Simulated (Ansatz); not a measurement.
# CdS (zincblende type): the cost of one run

Method: DFT PBE, with the methods named in each step, in Ansatz 0.2.0.

1 further run of the same task is left out (it didn't finish).

**1. The system as given**

Symmetry: F-43m, No. 216, cubic system. Conventional cell: a = 5.826 Å, b = 5.826 Å, c = 5.826 Å, α = 90.00°, β = 90.00°, γ = 90.00°. Around Cd (site symmetry -43m) lie 4 S at 2.52 Å. S (site symmetry -43m) has 4 Cd at 2.52 Å as nearest neighbours.

Coordinates:

```xyz
2
Lattice="0.0000 2.9131 2.9131 2.9131 0.0000 2.9131 2.9131 2.9131 0.0000" Properties=species:S:1:pos:R:3 pbc="T T T"
Cd    0.0000    0.0000    0.0000
S     1.4566    1.4566    1.4566
```

Whether this phase is the stable one at these pressures isn't tested.

Atoms are numbered in the order of the input: Cd1, S2.

**2. Cell relaxed at zero pressure, PAW**

File input.yaml:

```yaml
crystal:
  lattice:
    - [0.0, 2.9131338647, 2.9131338647]
    - [2.9131338647, 0.0, 2.9131338647]
    - [2.9131338647, 2.9131338647, 0.0]
  atoms:
    - { symbol: Cd, position: [0.0, 0.0, 0.0] }
    - { symbol: S, position: [0.25, 0.25, 0.25] }
kpoints:
  mp_grid: { grid: [13, 13, 13] }
scf:
  occupations: { method: fermi_dirac, width: 0.05 }
hamiltonian:
  xc: pbe
  pseudopotentials: { kind: paw }
output:
  forces: true
  stress: true
  write_density: true
  write_potential: true
  elf: true
  volumetric_format: npy
relax:
  f_tol: 0.005
  max_steps: 40
  cell: {}
```

Run with:

```bash
ansatz run input.yaml --threads 1 --pin off --max-ram 2048MiB --backend cpu --events-out ev --progress --plain --runs-dir out
```

What time and memory should one allow on 1 thread of Intel Xeon 6975P-C (Granite Rapids), shared host?

About 21 s, with a peak of 0.46 GiB.
